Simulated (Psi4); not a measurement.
# SiF4 (silicon tetrafluoride): SVWN5/6-311+G(d,p)

Aim: the vertical electron affinity of SiF4 (silicon tetrafluoride) at SVWN5/6-311+G**, from 2 runs. 

The results are computed with Psi4 1.11.

5 further runs of the same task are left out: 4 that didn't finish, 1 set aside as unsound or not needed.

## 1. Starting point

SiF4: 5 atoms, total charge 0, spin state singlet. As SMILES, `F[Si](F)(F)F`. The coordinates come from a PBE0-D4/def2-TZVP relaxation.

Bond lengths: F1–Si2 1.562 Å, Si2–F3 1.562 Å, Si2–F4 1.562 Å, Si2–F5 1.562 Å. Angles: F1–Si2–F3 109.5°, F1–Si2–F4 109.5°, F1–Si2–F5 109.5°, F3–Si2–F4 109.5°, F3–Si2–F5 109.5°, F4–Si2–F5 109.5°.

## 2. Energy and gradient at SVWN5/6-311+G(d,p)

f4si.py

```python
import psi4

psi4.set_memory(1600000000)
psi4.set_num_threads(1)
psi4.core.set_output_file('run.log', False)

m = psi4.geometry("""
0 1
F
Si 1 1.561773
F 2 1.561777 1 109.46955
F 2 1.561773 1 109.472 3 -120.00035
F 2 1.561779 1 109.47197 3 120.00071
symmetry c1
""")

options = {'basis': '6-311+G**', 'reference': 'rks', 'puream': True, 'e_convergence': 1e-09, 'd_convergence': 1e-08, 'scf_type': 'pk', 'dft_radial_points': 99, 'dft_spherical_points': 590}
psi4.set_options(options)

result, w = psi4.gradient('scf', dft_functional={"name": "SVWN5", "x_functionals": {"LDA_X": {}}, "c_functionals": {"LDA_C_VWN": {}}}, molecule=m, return_wfn=True)
psi4.oeprop(w, 'QUADRUPOLE', 'LOWDIN_CHARGES', 'DIPOLE')
print('gradient / Eh bohr^-1')
print(result.np.round(6))
print(f'energy = {w.energy():.10f} Eh')
for k, v in sorted(psi4.core.scalar_variables().items()):
    print(f'{k:45s} {v:18.10f}')
```

Launch:

```bash
$ python f4si.py
```

run.log, shortened:

```text
[...]
  Running in c1 symmetry.
[...]
  Nuclear repulsion =  271.610953926185402
[...]
  Multiplicity = 1
[...]
  Nalpha       = 25
  Nbeta        = 25
[...]
    Number of basis functions: 118
[...]
   @RKS iter   1:  -685.42998824181416   -1.94128e-01   6.64387e-03 ADIIS/DIIS
[...]
   @RKS iter   9:  -685.59364651542614   -1.25397e-10   5.31403e-09 DIIS
[...]
    Orbital Energies [Eh]
    ---------------------
    Doubly Occupied:
       1A    -65.268988     2A    -24.135618     3A    -24.135618
       4A    -24.135617     5A    -24.135616     6A     -5.167928
       7A     -3.607815     8A     -3.607815     9A     -3.607815
      10A     -1.174372    11A     -1.136508    12A     -1.136507
      13A     -1.136506    14A     -0.575233    15A     -0.508407
      16A     -0.508406    17A     -0.508406    18A     -0.452605
      19A     -0.452603    20A     -0.445133    21A     -0.445132
      22A     -0.445132    23A     -0.406613    24A     -0.406612
      25A     -0.406612
[...]
  @RKS Final Energy:  -685.59364651542614
   => Energetics <=
    Nuclear Repulsion Energy =            271.6109539261854025
    One-Electron Energy =               -1498.2306940241542179
    Two-Electron Energy =                 600.2198226141865689
    DFT Exchange-Correlation Energy =     -59.1937290316438549
    Empirical Dispersion Energy =           0.0000000000000000
    VV10 Nonlocal Energy =                  0.0000000000000000
    Total Energy =                       -685.5936465154261441
[...]
  -Total Gradient:
     Atom            X                  Y                   Z
    ------   -----------------  -----------------  -----------------
       1       -0.000002192275    -0.000039644210     0.013730459362
       2       -0.000003500109     0.000000600085    -0.000002271215
       3        0.000023686918     0.012984839402    -0.004580638907
       4        0.011262560795    -0.006508404503    -0.004576247978
       5       -0.011171677517    -0.006472164618    -0.004551571932
[...]
 Multipole Moments:
 ------------------------------------------------------------------------------------
     Multipole            Electronic (a.u.)      Nuclear  (a.u.)        Total (a.u.)
 ------------------------------------------------------------------------------------
 L = 1.  Multiply by 2.5417464519 to convert [e a0] to [Debye]
 Dipole X            :         -0.0000043           -0.0000001           -0.0000044
 Dipole Y            :          0.0000004           -0.0000001            0.0000003
 Dipole Z            :         -0.0000024            0.0000001           -0.0000023
 Magnitude           :                                                    0.0000050
 L = 2.  Multiply by 1.3450342976 to convert [e a0^2] to [Debye ang]
 Quadrupole XX       :       -129.1557733          104.5220055          -24.6337678
 Quadrupole XY       :         -0.0004824            0.0004619           -0.0000205
[...]
```

The script printed:

```text
gradient / Eh bohr^-1
[[-2.0000e-06 -4.0000e-05  1.3730e-02]
 [-4.0000e-06  1.0000e-06 -2.0000e-06]
 [ 2.4000e-05  1.2985e-02 -4.5810e-03]
 [ 1.1263e-02 -6.5080e-03 -4.5760e-03]
 [-1.1172e-02 -6.4720e-03 -4.5520e-03]]
energy = -685.5936465154 Eh
CURRENT ENERGY                                   -685.5936465154
CURRENT REFERENCE ENERGY                         -685.5936465154
DD SOLVATION ENERGY                                 0.0000000000
DFT FUNCTIONAL TOTAL ENERGY                      -685.5936465154
DFT TOTAL ENERGY                                 -685.5936465154
DFT VV10 ENERGY                                     0.0000000000
DFT XC ENERGY                                     -59.1937290316
GRID ELECTRONS ALPHA                               25.0000004607
GRID ELECTRONS BETA                                25.0000004607
GRID ELECTRONS TOTAL                               50.0000009215
NUCLEAR REPULSION ENERGY                          271.6109539262
ONE-ELECTRON ENERGY                             -1498.2306940242
PCM POLARIZATION ENERGY                             0.0000000000
PE ENERGY                                           0.0000000000
SCF ITERATION ENERGY                             -685.5936465154
SCF ITERATIONS                                      9.0000000000
SCF TOTAL ENERGY                                 -685.5936465154
TWO-ELECTRON ENERGY                               600.2198226142
XC GRID RADIAL POINTS                              99.0000000000
XC GRID SPHERICAL POINTS                          590.0000000000
XC GRID TOTAL POINTS                           283987.0000000000
```

It took 8.7 s on 1 thread of AMD EPYC 9R45 (Zen 5), shared host; peak memory 0.67 GiB.

## 3. The doublet anion

run.py

```python
import psi4

psi4.set_memory(1600000000)
psi4.set_num_threads(1)
psi4.core.set_output_file('f4si.out', False)

geom = psi4.geometry("""
-1 2
F      0.143200    -0.791930     1.338460
Si     0.000000     0.000000     0.000000
F     -1.047100     1.144420     0.181750
F     -0.477230    -0.967810    -1.129040
F      1.381130     0.615320    -0.391170
symmetry c1
""")

options = {'basis': '6-311+G**', 'reference': 'uks', 'puream': True, 'e_convergence': 1e-09, 'd_convergence': 1e-08, 'scf_type': 'pk', 'dft_radial_points': 99, 'dft_spherical_points': 590, 'maxiter': 100}
psi4.set_options(options)

E, wfn = psi4.gradient('scf', dft_functional={"name": "SVWN5", "x_functionals": {"LDA_X": {}}, "c_functionals": {"LDA_C_VWN": {}}}, return_wfn=True)
print('gradient / Eh bohr^-1')
print(E.np.round(6))
print(f'energy = {wfn.energy():.10f} Eh')
```

Launch:

```bash
$ python run.py
```

f4si.out, shortened:

```text
[...]
  Running in c1 symmetry.
[...]
  Nuclear repulsion =  271.610939525492370
[...]
  Multiplicity = 2
[...]
  Nalpha       = 26
  Nbeta        = 25
[...]
    Number of basis functions: 118
[...]
   @UKS iter   1:  -685.26980490229050   -3.39452e-02   7.96699e-03 DIIS/ADIIS
[...]
   @UKS iter  11:  -685.57680715368213   -1.36424e-12   6.07246e-10 DIIS
[...]
   @S^2 Observed:                7.502370867E-01
[...]
  @UKS Final Energy:  -685.57680715368213
   => Energetics <=
    Nuclear Repulsion Energy =            271.6109395254923697
    One-Electron Energy =               -1507.7933956419985861
    Two-Electron Energy =                 609.9514886250186692
    DFT Exchange-Correlation Energy =     -59.3458396621945710
    Empirical Dispersion Energy =           0.0000000000000000
    VV10 Nonlocal Energy =                  0.0000000000000000
    Total Energy =                       -685.5768071536821253
[...]
 Multipole Moments:
 ------------------------------------------------------------------------------------
     Multipole            Electronic (a.u.)      Nuclear  (a.u.)        Total (a.u.)
 ------------------------------------------------------------------------------------
 L = 1.  Multiply by 2.5417464519 to convert [e a0] to [Debye]
 Dipole X            :         -0.0000005            0.0000000           -0.0000005
 Dipole Y            :         -0.0000092            0.0000000           -0.0000092
 Dipole Z            :          0.0000040           -0.0000000            0.0000040
 Magnitude           :                                                    0.0000101
[...]
  -Total Gradient:
     Atom            X                  Y                   Z
    ------   -----------------  -----------------  -----------------
       1       -0.003290694605     0.018067912010    -0.030484040636
       2       -0.000001526268    -0.000004072019     0.000000942289
       3        0.023906968246    -0.026082440661    -0.004149390739
       4        0.010891886655     0.022111062905     0.025761663473
       5       -0.031462131998    -0.013984693210     0.008909824517
[...]
```

The script printed:

```text
gradient / Eh bohr^-1
[[-3.2910e-03  1.8068e-02 -3.0484e-02]
 [-2.0000e-06 -4.0000e-06  1.0000e-06]
 [ 2.3907e-02 -2.6082e-02 -4.1490e-03]
 [ 1.0892e-02  2.2111e-02  2.5762e-02]
 [-3.1462e-02 -1.3985e-02  8.9100e-03]]
energy = -685.5768071537 Eh
```

Run time: 13 s. Hardware: 1 thread of AMD EPYC 9R45 (Zen 5), shared host; peak memory 0.68 GiB.

## 4. Results

Level: SVWN5/6-311+G**.

| quantity | value |
| --- | --- |
| singlet SiF4: total energy | -685.59365 Eh |
| singlet SiF4: dipole moment | 0.00 D |
| singlet SiF4: HOMO energy | -11.06 eV |
| singlet SiF4: LUMO energy | -1.54 eV |
| singlet SiF4: HOMO–LUMO gap | 9.53 eV |
| singlet SiF4: largest force on an atom | 0.709 eV/Å |
| doublet anion: total energy | -685.57681 Eh |
| doublet anion: HOMO energy (highest over α and β) | 2.31 eV |
| doublet anion: LUMO energy (lowest over α and β) | 2.68 eV |
| doublet anion: ⟨S²⟩ | 0.750 |
| doublet anion: largest force on an atom | 1.833 eV/Å |
| vertical electron affinity (to the doublet anion) | -0.458 eV |

The anion lies 0.46 eV (44.2 kJ/mol) above the neutral: the electron isn't bound at this level, and such a value depends on the basis. The largest force (singlet SiF4) is 0.71 eV/Å: the shape isn't a stationary point for this species at this level. The HOMO (doublet anion) lies at positive energy, 2.31 eV, as semi-local functionals often give for anions; only total energies tell whether the electron is bound.
